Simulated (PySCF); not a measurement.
# BSe: the SCF solver's settings

Do solver options change the result for BSe, or only the number of cycles?

The runs use PySCF 2.14.0; method and basis as typed in the scripts.

3 further runs of the same task are left out: 3 that didn't finish.

### 1 The system as given

BSe: 2 atoms, charge 0, spin multiplicity 2.

Bond lengths: B1–Se2 2.219 Å.

### 2 Base script

File input.py:

```python
from pyscf import gto, dft

mol = gto.M(
    atom='B 0 0 0; Se 0 0 2.219',
    basis='6-31g',
    charge=0,
    spin=1,
    symmetry=True,
    verbose=4,
)
mf = dft.UKS(mol, xc='lc_wpbe')
mf.kernel()
mf.dip_moment()
print('orbital energies (hartree):', [e[max(0, n-3):n+3].round(4) for e, n in zip(mf.mo_energy, mol.nelec)])
```

The run is started by

```sh
> OMP_NUM_THREADS=1 python input.py
```

The log of this run is left out.

In short: E(SCF) = -2425.500538 Eh, 14 cycles, ⟨S²⟩ = 0.781, μ = 2.39 D.

The bond length is a typed value, not an optimised one.

### 3 Second-order solver on

Variant 1 changes second-order solver: off → on.

File input.py:

```python
from pyscf import gto, dft

mol = gto.M(
    atom='B 0 0 0; Se 0 0 2.219',
    basis='6-31g',
    charge=0,
    spin=1,
    symmetry=True,
    verbose=4,
)
mf = dft.UKS(mol, xc='lc_wpbe')
mf = mf.newton()
mf.kernel()
mf.dip_moment()
print('orbital energies (hartree):', [e[max(0, n-3):n+3].round(4) for e, n in zip(mf.mo_energy, mol.nelec)])
```

The run is started by

```sh
> OMP_NUM_THREADS=1 python input.py
```

### 4 Damping 0.2

Variant 2 changes damping: none → 0.2.

Changes to input.py since step 2:

```diff
@@ -11,2 +11,4 @@
 mf = dft.UKS(mol, xc='lc_wpbe')
+mf.damp = 0.2
+mf.diis_start_cycle = 8
 mf.kernel()
```

### 5 Point-group symmetry off

Variant 3 changes point-group symmetry: on → off.

Changes to input.py since step 2:

```diff
@@ -7,3 +7,2 @@
     spin=1,
-    symmetry=True,
     verbose=4,
```

### 6 Damping 0.95

Variant 4 changes damping: none → 0.95.

Changes to input.py since step 2:

```diff
@@ -11,2 +11,4 @@
 mf = dft.UKS(mol, xc='lc_wpbe')
+mf.damp = 0.95
+mf.diis_start_cycle = 8
 mf.kernel()
```

Before running it: what results should come out? Wanted: for each run, E(SCF); from base; gap, α spin; SCF dipole.

As calculated:

```csv
run,E(SCF) (hartree),from base (eV),cycles,"gap, α spin (eV)",SCF dipole (D)
base,-2425.500538,0,14,8.85,2.39
second-order solver on,-2425.500538,0.0000,5 macro,8.85,2.39
damping 0.2,-2425.500538,0.0000,20,8.85,2.39
point-group symmetry off,-2425.500538,0.0000,14,8.85,2.39
damping 0.95,-2425.500538,0.0000,20,8.85,2.39
```

Distance from each run's final energy (log10 hartree) by cycle:

```csv
run,cycle 1,cycle 2,cycle 3,cycle 5,cycle 8,cycle 12
base,-0.8,-0.3,-2.3,-3.3,-4.5,-8.4
second-order solver on,-1.8,-3.5,-5.4,< -11,done,done
damping 0.2,-0.8,-0.8,-1.0,-1.4,-1.6,-4.8
point-group symmetry off,-0.8,-0.3,-2.3,-3.3,-4.5,-8.4
damping 0.95,-0.8,-0.9,-1.0,-1.2,-1.1,-3.8
```

With second-order solver on or damping 0.2 or point-group symmetry off or damping 0.95 the SCF ends at the base energy. The base needs 14 cycles and the run with damping 0.2 needs 20.
